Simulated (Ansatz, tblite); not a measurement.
**C₂₈H₁₆Se₇: rung by rung**

How do method and basis change the picture of C₂₈H₁₆Se₇ (singlet)?

Computed with Ansatz 0.2.0, Gaussian basis. Level: as each input shows.

Plan: GFN1-xTB, GFN2-xTB, PBE-D4/def2-SVP, r2SCAN-D4/def2-SVP.

1 further run of the same task is left out (set aside as unsound or not needed).

## (1) The geometry

The singlet was relaxed beforehand with PBE-D4/def2-SVP.

51 atoms, charge 0, spin multiplicity 1.

Bond lengths: C1–C2 1.380 Å, C1–C35 1.424 Å, C1–H36 1.100 Å, C2–Se3 1.868 Å, C2–H37 1.096 Å, Se3–C4 1.896 Å, C4–C5 1.442 Å, C4–C35 1.394 Å, C5–C6 1.396 Å, C5–Se34 1.894 Å, C6–C7 1.413 Å, C6–H38 1.099 Å, C7–C8 1.397 Å, C7–H39 1.099 Å, C8–C9 1.436 Å, C8–Se34 1.895 Å, C9–C10 1.398 Å, C9–Se33 1.895 Å and more. Angles: C2–C1–C35 115.2°, C2–C1–H36 122.2°, C35–C1–H36 122.6°, C1–C2–Se3 111.4°, C1–C2–H37 128.0°, Se3–C2–H37 120.6°, C2–Se3–C4 88.0°, Se3–C4–C5 122.4°, Se3–C4–C35 109.7°, C5–C4–C35 127.8°, C4–C5–C6 127.9°, C4–C5–Se34 122.5°, C6–C5–Se34 109.6°, C5–C6–C7 116.2°, C5–C6–H38 121.6°, C7–C6–H38 122.2°, C6–C7–C8 116.1°, C6–C7–H39 122.2° and more.

PBE0-D4/def2-SVP was run before; its log isn't repeated, and its numbers join the tables.

## (2) GFN1-xTB

Tight binding, by tblite at 300 K electronic temperature and without a spin-polarisation term:

```python
tblite.interface.Calculator('GFN1-xTB', numbers, positions, charge=0, uhf=0).singlepoint()
```

Energy -2480.7611 eV, HOMO -9.87 eV, LUMO -8.61 eV; 0.29 s.

## (3) GFN2-xTB

Tight binding, by tblite at 300 K electronic temperature and without a spin-polarisation term:

```python
tblite.interface.Calculator('GFN2-xTB', numbers, positions, charge=0, uhf=0).singlepoint()
```

Energy -2454.6660 eV, HOMO -9.54 eV, LUMO -8.34 eV; 0.32 s.

## (4) PBE-D4/def2-SVP

start.molden holds the orbitals of an earlier run on this state, given as this run's starting guess.

Contents of in.yaml:

```yaml
crystal:
  periodic: [false, false, false]
  atoms:
    - {symbol: C, position_ang: [12.748125, 0.948826, 1.856764]}
    - {symbol: C, position_ang: [12.236380, 1.604070, 2.957998]}
    - {symbol: Se, position_ang: [10.369276, 1.630869, 2.929214]}
    - {symbol: C, position_ang: [10.446365, 0.668829, 1.297767]}
    - {symbol: C, position_ang: [9.262239, 0.273900, 0.576252]}
    - {symbol: C, position_ang: [9.186083, -0.385460, -0.651314]}
    - {symbol: C, position_ang: [7.885647, -0.652403, -1.136618]}
    - {symbol: C, position_ang: [6.828723, -0.224106, -0.329791]}
    - {symbol: C, position_ang: [5.419213, -0.358031, -0.571196]}
    - {symbol: C, position_ang: [4.789245, -0.987450, -1.648392]}
    - {symbol: C, position_ang: [3.376967, -0.970878, -1.635164]}
    - {symbol: C, position_ang: [2.775734, -0.330293, -0.549060]}
    - {symbol: C, position_ang: [1.385252, -0.153880, -0.255941]}
    - {symbol: C, position_ang: [0.793107, 0.474266, 0.842481]}
    - {symbol: C, position_ang: [-0.618549, 0.493393, 0.861559]}
    - {symbol: C, position_ang: [-1.257239, -0.117961, -0.219981]}
    - {symbol: C, position_ang: [-2.659877, -0.256441, -0.475115]}
    - {symbol: C, position_ang: [-3.303750, -0.876855, -1.547642]}
    - {symbol: C, position_ang: [-4.716272, -0.852478, -1.523743]}
    - {symbol: C, position_ang: [-5.301941, -0.211206, -0.430544]}
    - {symbol: C, position_ang: [-6.690227, -0.024895, -0.128386]}
    - {symbol: C, position_ang: [-7.274891, 0.626424, 0.958759]}
    - {symbol: C, position_ang: [-8.688016, 0.656113, 0.983713]}
    - {symbol: C, position_ang: [-9.332051, 0.027134, -0.081980]}
    - {symbol: C, position_ang: [-10.751317, -0.095382, -0.306620]}
    - {symbol: C, position_ang: [-11.786800, 0.306506, 0.534710]}
    - {symbol: C, position_ang: [-13.103948, 0.064028, 0.050926]}
    - {symbol: C, position_ang: [-13.171904, -0.538065, -1.188801]}
    - {symbol: Se, position_ang: [-11.469457, -0.859552, -1.885821]}
    - {symbol: Se, position_ang: [-8.048603, -0.706367, -1.265908]}
    - {symbol: Se, position_ang: [-3.949709, 0.448138, 0.728572]}
    - {symbol: Se, position_ang: [0.038942, -0.812806, -1.422713]}
    - {symbol: Se, position_ang: [4.117239, 0.347068, 0.612178]}
    - {symbol: Se, position_ang: [7.515971, 0.603040, 1.230194]}
    - {symbol: C, position_ang: [11.775996, 0.437754, 0.950148]}
    - {symbol: H, position_ang: [13.829372, 0.830760, 1.695118]}
    - {symbol: H, position_ang: [12.788284, 2.073255, 3.781131]}
    - {symbol: H, position_ang: [10.089171, -0.672881, -1.208097]}
    - {symbol: H, position_ang: [7.710673, -1.160838, -2.095358]}
    - {symbol: H, position_ang: [5.363544, -1.468962, -2.452472]}
    - {symbol: H, position_ang: [2.775686, -1.437710, -2.430273]}
    - {symbol: H, position_ang: [1.400233, 0.923562, 1.643180]}
    - {symbol: H, position_ang: [-1.190890, 0.959057, 1.678374]}
    - {symbol: H, position_ang: [-2.735912, -1.355066, -2.360117]}
    - {symbol: H, position_ang: [-5.327473, -1.309303, -2.316927]}
    - {symbol: H, position_ang: [-6.662632, 1.093142, 1.745300]}
    - {symbol: H, position_ang: [-9.250656, 1.151138, 1.787653]}
    - {symbol: H, position_ang: [-11.592607, 0.772122, 1.511111]}
    - {symbol: H, position_ang: [-14.004024, 0.333995, 0.622102]}
    - {symbol: H, position_ang: [-14.068354, -0.819986, -1.753612]}
    - {symbol: H, position_ang: [12.049618, -0.108131, 0.036374]}
basis:
  gaussian: {orbitals: def2-SVP, fitting: {mean_field: def2-universal-jkfit}, initial_orbitals: start.molden}
hamiltonian: {xc: pbe, dispersion: d4}
scf: {omitted_lower_state_checks: [starts]}
output: {forces: true, orbitals: {seedname: orbitals}}
```

Run with:

```
$ ansatz run in.yaml --threads 5 --pin off --events-out ev --progress --plain --max-ram 66560MiB --backend cuda --devices 0, --max-vram 37GiB
```

After this run come: r2SCAN-D4/def2-SVP.

**Question.** What will the summary of the whole plan be? Wanted: gap in def2-SVP, named functionals, smallest and largest; binding an atom, functionals in def2-SVP.

The runs gave:

| quantity | value |
| --- | --- |
| gap in def2-SVP, named functionals, smallest and largest | 1.25 eV (PBE-D4), 2.39 eV (PBE0-D4) |
| binding an atom, functionals in def2-SVP | 5.15 (r2SCAN-D4) to 5.36 eV (PBE-D4) |

**Reading.** Over the named functionals in def2-SVP the gap runs from 1.25 eV (PBE-D4) to 2.39 eV (PBE0-D4); exact exchange widens it.
